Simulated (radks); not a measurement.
# W⁺ in [Xe] 4f14 5d3 6s1 7s1: an all-electron calculation

Wanted: eigenvalues, radial structure and energy terms of the tungsten ion W+.

Program: radks (a radial shooting solver on a logarithmic mesh, Libxc functionals) version 1. Level of theory: scalar-relativistic Kohn-Sham, PBEsol, spin-unpolarised, spherical densities, point nucleus. These are calculated values, not measurements, unless marked.

## (1) The atom as given

```
element       : tungsten (Z = 74)
charge        : +1
electrons     : 73
configuration : [Xe] 4f14 5d3 6s1 7s1
```

Outer shells as boxes (Hund's rule):

W⁺
```
[Xe] core
4f [↑↓][↑↓][↑↓][↑↓][↑↓][↑↓][↑↓]
5d [↑ ][↑ ][↑ ][  ][  ]
6s [↑ ]
7s [↑ ]
```

## (2) Self-consistent calculation

Input:

```text
Z 74
configuration [Xe] 4f14 5d3 6s1 7s1
relativity scalar-relativistic
functional pbe_sol,pbe_sol
spin unpolarised
nucleus point
c 137.035999084
```

On the command line:

```console
$ python run_ks.py task.json out
```

The same process makes all the runs of this session.

What does the calculation give?

**Answer**, as computed:

```
                        quantity                value
                    total energy  -16137.0650 hartree
exchange-correlation share of it               1.97 %
                            −T/E               1.1020
          highest occupied level        7s, -5.188 eV
    most extended occupied level  7s, <r> = 6.45 bohr
 radius at density 0.001 e/bohr³            4.21 bohr
    maxima of the radial density                    5
```

**Reading.** The radial density shows 5 maxima for 7 occupied principal shells; where shells overlap, one shows as a shoulder or not at all. −T/E is 1.102: with relativity the kinetic term as defined here no longer equals −E. This is not the tabulated ground configuration, so its levels and sizes aren't those of the ground state, and no measured value stands beside it.
